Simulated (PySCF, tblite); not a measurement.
# C₅H₇F₃O: geometry, infrared bands and NMR shifts

Wanted: the infrared bands and NMR shifts of C₅H₇F₃O (`C/C=C/OC(F)(F)CF`), by calculation.

Programs: tblite 0.8.0 and PySCF 2.14.0, with density-fitted response routines of our own. Each step states its level of theory. These are calculated values for one molecule in the gas phase, unless marked as measured. Atoms count from 0, in the outputs and in this text.

## 1. The starting structure

16 atoms, charge 0, multiplicity 1; geometry from: force field or distance geometry start.

Bonds of the start (Å): C0–C1 1.52, C1–C2 1.31, C2–O3 1.41, O3–C4 1.42, C4–F5 1.40, C4–F6 1.40, C4–C7 1.49, C7–F8 1.39, C0–H9 1.10, C0–H10 1.09, C0–H11 1.11, C1–H12 1.06, C2–H13 1.08, C7–H14 1.11, C7–H15 1.11.

## 2. Geometry optimisation with GFN2-xTB

The job: settings as JSON, then the geometry in Å.

```
{"job": {"kind": "relax", "xc": "GFN2-xTB", "basis": "xTB"}, "charge": 0, "multiplicity": 1}
C      2.499300    -0.695400     0.512500
C      1.256600    -0.427100    -0.326400
C      0.660600     0.713500    -0.077700
O     -0.496700     1.134100    -0.758900
C     -1.667900     0.369500    -0.489500
F     -2.683900     0.949500    -1.265100
F     -1.384100    -0.901100    -1.009900
C     -1.984400     0.283300     0.964700
F     -3.142600    -0.481300     1.087400
H      2.197000    -1.069300     1.499800
H      3.067400    -1.455400    -0.024100
H      3.065900     0.250900     0.654800
H      0.894900    -1.123100    -1.039700
H      1.050100     1.389900     0.663800
H     -1.163600    -0.227700     1.502700
H     -2.176200     1.298700     1.361600
```

On the command line:

```console
> OMP_NUM_THREADS=1 python probes_run.py task.json out
```

This one command runs all jobs of the session in turn.

**Question.** This job is followed by: GFN2-xTB harmonic vibrations, gas phase; GIAO PBE0/pcSseg-1 NMR shielding, non-relativistic, gas phase. Predict these results of the whole session: strongest single infrared mode (GFN2-xTB); zero-point energy (GFN2-xTB); 13C shifts against TMS (PBE0/pcSseg-1); 1H shifts against TMS (PBE0/pcSseg-1, means over atoms taken as alike); 17O shifts against H2O (PBE0/pcSseg-1); 19F shifts against CFCl3 (PBE0/pcSseg-1, means over atoms taken as alike).

As calculated:

| quantity | value |
| --- | --- |
| strongest single infrared mode (GFN2-xTB) | 1123 cm⁻¹, 320 km/mol |
| zero-point energy (GFN2-xTB) | 71.5 kcal/mol |
| 13C shifts against TMS (PBE0/pcSseg-1) | 146.5, 129.7, 112.6, 82.2, 16.9 ppm |
| 1H shifts against TMS (PBE0/pcSseg-1, means over atoms taken as alike) | 6.27, 5.49, 4.95, 1.77 ppm |
| 17O shifts against H2O (PBE0/pcSseg-1) | 169.6 ppm |
| 19F shifts against CFCl3 (PBE0/pcSseg-1, means over atoms taken as alike) | -95.7, -272.1 ppm |

**Reading.** Relaxing lowered the energy by 0.561 eV in 113 steps; the close pair that moved most is O3–C4, from 1.424 to 1.359 Å. No mode is imaginary among the 42: a minimum at this level. The strongest single mode, at 1123 cm⁻¹, is spread over many atoms; the largest shares are those of C4, C7. Unscaled tight-binding wavenumbers are off by several per cent, some by more. Its intensities can rank the bands wrongly. C2 (alkene carbon bearing oxygen) lies farthest downfield among carbon, at 146.5 ppm; an sp2 carbon further deshielded by the attached heteroatom. The most deshielded hydrogen is H13 (hydrogen on an alkene carbon bearing oxygen), at 6.27 ppm: a vinylic proton, deshielded by the sp2 carbon and the C=C anisotropy. At PBE0/pcSseg-1: The largest span, 184 ppm, is at C1, where the paramagnetic term is -187 ppm.
